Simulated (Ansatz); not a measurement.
# BFH₂OS (built from SMILES OB(F)S): molecular dynamics

Aim: follow the atoms for 30 steps of 0.5 fs with a Langevin thermostat, with velocities drawn for 100 K, and see to which side of the barrier the system falls.

Method: PBE0-D4/def2-SVP; program: Ansatz 0.2.0, Gaussian basis.

## (1) The starting structure

The start, a first-order saddle point found at PBE0-D4 in triple zeta: 6 atoms, charge 0, spin multiplicity 1.

Atoms are counted from 1 here; the program's logs count them from 0.

Bond lengths: B1–S2 2.110 Å, B1–O3 1.266 Å, B1–F5 1.311 Å, S2–H4 1.482 Å, S2–H6 1.345 Å. Angles: S2–B1–O3 101.4°, S2–B1–F5 115.9°, O3–B1–F5 142.7°, B1–S2–H4 55.4°, B1–S2–H6 93.1°, H4–S2–H6 93.3°.

Geometry (Å):

```csv
atom,x (Å),y (Å),z (Å)
B1,-0.7263,-0.3156,-0.2991
S2,0.5796,0.7889,0.9365
O3,-0.3245,0.0211,-1.4515
H4,0.6212,0.7889,-0.5449
F5,-1.6091,-1.0599,0.3212
H6,1.4591,-0.2234,1.0378
```

## (2) Dynamics

Input file md/in.yaml:

```yaml
crystal:
  periodic: [false, false, false]
  atoms:
    - {symbol: B, position_ang: [-0.726280, -0.315567, -0.299067]}
    - {symbol: S, position_ang: [0.579641, 0.788868, 0.936522]}
    - {symbol: O, position_ang: [-0.324532, 0.021093, -1.451522]}
    - {symbol: H, position_ang: [0.621174, 0.788915, -0.544942]}
    - {symbol: F, position_ang: [-1.609073, -1.059925, 0.321206]}
    - {symbol: H, position_ang: [1.459069, -0.223384, 1.037803]}
basis:
  gaussian: {orbitals: def2-SVP}
hamiltonian: {xc: pbe0, dispersion: d4}
md: {n_steps: 30, timestep: 0.5, temperature: 100, ensemble: nvt_langevin, seed: 819, friction: 0.01, initial_velocities: maxwell_boltzmann}
```

Launch:

```
$ ansatz run in.yaml --threads 2 --pin off --events-out ev --progress --plain --max-ram 4352MiB
```

What does the calculation give? Wanted: temperature at the start; mean temperature, second half; lowest and highest potential energy, from the first frame; largest change of potential + kinetic.

As calculated:

| quantity | value |
| --- | --- |
| length | 30 steps, 15.0 fs |
| temperature at the start | 83 K |
| mean temperature, second half | 62 K |
| lowest and highest potential energy, from the first frame | -2 and 39 meV |
| largest change of potential + kinetic | 16.4 meV |

**Reading.** By the last frame it has not clearly left the saddle region. The thermostat trades energy with the molecule, so the sum of potential and kinetic energy isn't conserved: it changes by +4 meV over the run. The mean temperature of the second half is still well below the 100 K set. The temperature runs between 45 and 93 K. Under Langevin the temperature counts 3N degrees of freedom, more than the drawn velocities fill, so it starts at 83 K, not 100 K.
